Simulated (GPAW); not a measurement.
Wanted: an ASE script for a GPAW 26.7.0 run.

```yaml
Task: single point
Functional: PBEsol
Potentials_or_basis: PAW data sets generated in the run's folder for this functional
Cutoff: 600 eV
Basis: pw
k_mesh: 8 × 8 × 7
Occupations: gaussian, width 0.05 eV
Spin: no spin polarisation
Maxiter: 150
```

The structure of NbTe lies in NbTe.xyz:

```xyz
2
Lattice="3.7029743866 0.0000000000 0.0000000000 -1.8514871933 3.2068698884 0.0000000000 0.0000000000 0.0000000000 3.6942110000" Properties=species:S:1:pos:R:3 pbc="T T T"
Te     1.8514871935      1.0689566294      0.0000000000
Nb     0.0000000000      0.0000000000      1.8471055000
```

The cell comes from a database or a generator and needn't be the stable form of this composition.

The input as run:

run.py

```python
from ase.dft.bandgap import bandgap
from ase.io import read, write
from ase.units import GPa
from gpaw import GPAW, PW, setup_paths

setup_paths.insert(0, '.')

atoms = read('NbTe.xyz')

calc = GPAW(mode=PW(600),
            xc='PBEsol',
            kpts={'size': (8, 8, 7), 'gamma': True},
            occupations={'name': 'methfessel-paxton', 'order': 0, 'width': 0.05},
            nbands=20,
            convergence={'density': 1e-05, 'energy': 1e-05},
            maxiter=150,
            txt='gpaw.txt')
atoms.calc = calc
energy = atoms.get_potential_energy()
forces = atoms.get_forces()
stress = atoms.get_stress()
calc.write('gs.gpw')
write('result.traj', atoms)
print(f'Energy: {energy:.6f} eV')
print('Forces (eV/A):')
print(forces.round(4))
print('Stress (GPa):', (stress / GPa).round(3))
print('Fermi level:', round(calc.get_fermi_level(), 4), 'eV')
print(f'Gap: {bandgap(calc)[0]:.4f} eV, direct: {bandgap(calc, direct=True)[0]:.4f} eV')
```

Potentials or basis: PAW data sets generated in the run's folder for this functional, pw.

The run is started by

```bash
$ gpaw-setup -f PBEsol Nb Te
$ OMP_NUM_THREADS=1 python run.py
```

Results of the run:

| Property | Result |
| --- | --- |
| Pressure | -6.1 GPa |
| Band gap on the k mesh | none (metal or under the smearing width) |

Run time: 21 s on 1 thread of Arm Neoverse V2, with other jobs on the host, peak memory 0.16 GiB.
